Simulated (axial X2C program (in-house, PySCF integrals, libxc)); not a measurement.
# A two-component session on TaC⁺: properties at the nuclei

Wanted for TaC⁺: properties at the nuclei, at the two-component level.

The runs use an in-house X2C program for linear molecules on PySCF integrals; two-component X2C with atomic mean-field terms, Ta dyall-cv3z, C dyall-v3z.

All values are calculated.

### Step 1. The job

Contents of task.json:

```json
{
 "zs": [
  73,
  6
 ],
 "q": 1,
 "bas": [
  "dyall-cv3z",
  "dyall-v3z"
 ],
 "r0": 1.93,
 "levels": [
  "PBE0",
  "HF",
  "TPSSh",
  "LDA",
  "PBE50"
 ],
 "nst": 3
}
```

Keys: zs atomic numbers; q charge; bas basis sets; r0 starting distance in Å; levels methods (HF also brings MP2); nst determinants followed.

Started as:

```sh
python soeom.py task.json out
```

Nuclei are Gaussian, cores are contracted, and the Gaunt term is on.

### Step 2. Expectation values, lowest determinant

R = 1.738 Å. State: Ω = 1 (excess of +ω over −ω: 2 × ω = 1/2).

Output of the PBE0 run:

```text
two-component X2C + atomic mean field  PBE0
basis functions 227  fitting functions 1161  grid points 5077
iter        total energy     max residual
   1     -15641.159816156     2.36e-05
   2     -15641.159816160     8.58e-06
converged
one-electron -21693.37691237  Coulomb 6257.78696998  exact exchange -80.07458501  xc functional -245.50661366  nuclear repulsion 133.35996455  atomic mean-field constant -13.34863964
```

The highest occupied spinor is 59% Ta s, 18% Ta d, 15% C p.

```tsv
level	Eeff magnitude (GV/cm)	Ws magnitude Ta (kHz)	A∥/gI Ta (MHz)	qzz Ta (a.u.)	A∥/gI C (MHz)	qzz C (a.u.)
PBE0	18.3	16.4	8710	-9.24	192	0.10
HF	13.9	10.4	6680	-3.77	239	-0.13
TPSSh	17.6	15.7	8710	-9.39	199	0.11
LDA	19.8	18.2	8880	-9.84	203	0.16
PBE50	16.4	14.3	8720	-8.89	186	0.03
```

Eeff is the effective electric field on the electron dipole moment in this Ω state and Ws the scalar–pseudoscalar constant (defined with the proton number Z and per Ω); A∥ is the parallel hyperfine constant, which follows by multiplying with the nuclear g factor gI = μI/(I μN); qzz is the electric field gradient, eQq0 = 234.96 MHz × Q/barn × qzz. The operators were transformed with the bare-nucleus X2C matrices.

### Step 3. Expectation values, a higher determinant

R = 1.738 Å. State: Ω = 1 (excess of +ω over −ω: ω = -1/2, ω = 3/2), 0.23 eV above the lowest in the PBE0 search for states (made at or near this distance, with looser thresholds).

Output of the PBE0 run:

```text
two-component X2C + atomic mean field  PBE0
basis functions 227  fitting functions 1161  grid points 5077
iter        total energy     max residual
   1     -15641.151460531     7.53e-05
   2     -15641.151460583     3.48e-05
   3     -15641.151460598     7.20e-05
   4     -15641.151460605     4.33e-05
   5     -15641.151460622     3.00e-05
   6     -15641.151460623     1.82e-05
   7     -15641.151460626     2.80e-06
converged
one-electron -21698.24797671  Coulomb 6262.77927782  exact exchange -80.10491985  xc functional -245.58916680  nuclear repulsion 133.35996455  atomic mean-field constant -13.34863964
```

The highest occupied spinor is 96% Ta d, 3% C p.

```tsv
level	Eeff magnitude (GV/cm)	Ws magnitude Ta (kHz)	A∥/gI Ta (MHz)	qzz Ta (a.u.)	A∥/gI C (MHz)	qzz C (a.u.)
PBE0	4.87	3.54	1370	-3.66	-148	0.21
HF	4.89	6.26	1890	-1.93	-134	0.09
TPSSh	3.1	1.9	1380	-3.92	-153	0.22
LDA	4.8	3.63	1160	-4.63	-146	0.27
PBE50	4.72	3.18	1470	-2.95	-147	0.15
```

### Step 4. Expectation values, a higher determinant

R = 1.738 Å. State: Ω = 2 (excess of +ω over −ω: ω = 1/2, ω = 3/2), 0.26 eV above the lowest in the PBE0 search for states (made at or near this distance, with looser thresholds).

Output of the PBE0 run:

```text
two-component X2C + atomic mean field  PBE0
basis functions 227  fitting functions 1161  grid points 5077
iter        total energy     max residual
   1     -15641.150251718     5.02e-05
   2     -15641.150251749     2.76e-05
   3     -15641.150251765     3.95e-05
   4     -15641.150251771     3.46e-05
   5     -15641.150251773     1.70e-05
   6     -15641.150251774     1.36e-05
   7     -15641.150251774     2.37e-06
converged
one-electron -21698.19988029  Coulomb 6262.73781857  exact exchange -80.10714116  xc functional -245.59237381  nuclear repulsion 133.35996455  atomic mean-field constant -13.34863964
```

The highest occupied spinor is 97% Ta d.

```tsv
level	Eeff magnitude (GV/cm)	Ws magnitude Ta (kHz)	A∥/gI Ta (MHz)	qzz Ta (a.u.)	A∥/gI C (MHz)	qzz C (a.u.)
PBE0	3.88	1.97	1370	-3.73	88.1	0.14
HF	0.68	0.87	1610	-3.03	111	-0.07
TPSSh	3.92	1.94	1440	-3.95	91.8	0.16
LDA	3.42	1.63	1210	-4.71	91.2	0.21
PBE50	3.71	1.99	1410	-3.13	86.8	0.07
```

### Step 5. Outcome

```
                                        quantity                                            value
                              lowest determinant        Ω = 1 (excess of +ω over −ω: 2 × ω = 1/2)
                    Eeff magnitude (GV/cm), PBE0                                             18.3
                     Ws magnitude Ta (kHz), PBE0                                             16.4
                            A∥/gI Ta (MHz), PBE0                                             8710
                             qzz Ta (a.u.), PBE0                                            -9.24
                              higher determinant  Ω = 1 (excess of +ω over −ω: ω = -1/2, ω = 3/2)
Eeff magnitude (GV/cm), PBE0, higher determinant                                             4.87
 Ws magnitude Ta (kHz), PBE0, higher determinant                                             3.54
        A∥/gI Ta (MHz), PBE0, higher determinant                                             1370
         qzz Ta (a.u.), PBE0, higher determinant                                            -3.66
                              higher determinant   Ω = 2 (excess of +ω over −ω: ω = 1/2, ω = 3/2)
Eeff magnitude (GV/cm), PBE0, higher determinant                                             3.88
 Ws magnitude Ta (kHz), PBE0, higher determinant                                             1.97
        A∥/gI Ta (MHz), PBE0, higher determinant                                             1370
         qzz Ta (a.u.), PBE0, higher determinant                                            -3.73
```

In words: In the first state, the effective field runs from 13.9 to 19.8 GV/cm over the mean-field levels. The expectation values come from single determinants, which for open shells can mix terms of unlike spin or miss the lowest Ω, so a determinant need not be a state. Eeff is the effective electric field on the electron dipole moment in this Ω state and Ws the scalar–pseudoscalar constant (defined with the proton number Z and per Ω); A∥ is the parallel hyperfine constant, which follows by multiplying with the nuclear g factor gI = μI/(I μN); qzz is the electric field gradient, eQq0 = 234.96 MHz × Q/barn × qzz. The operators were transformed with the bare-nucleus X2C matrices.
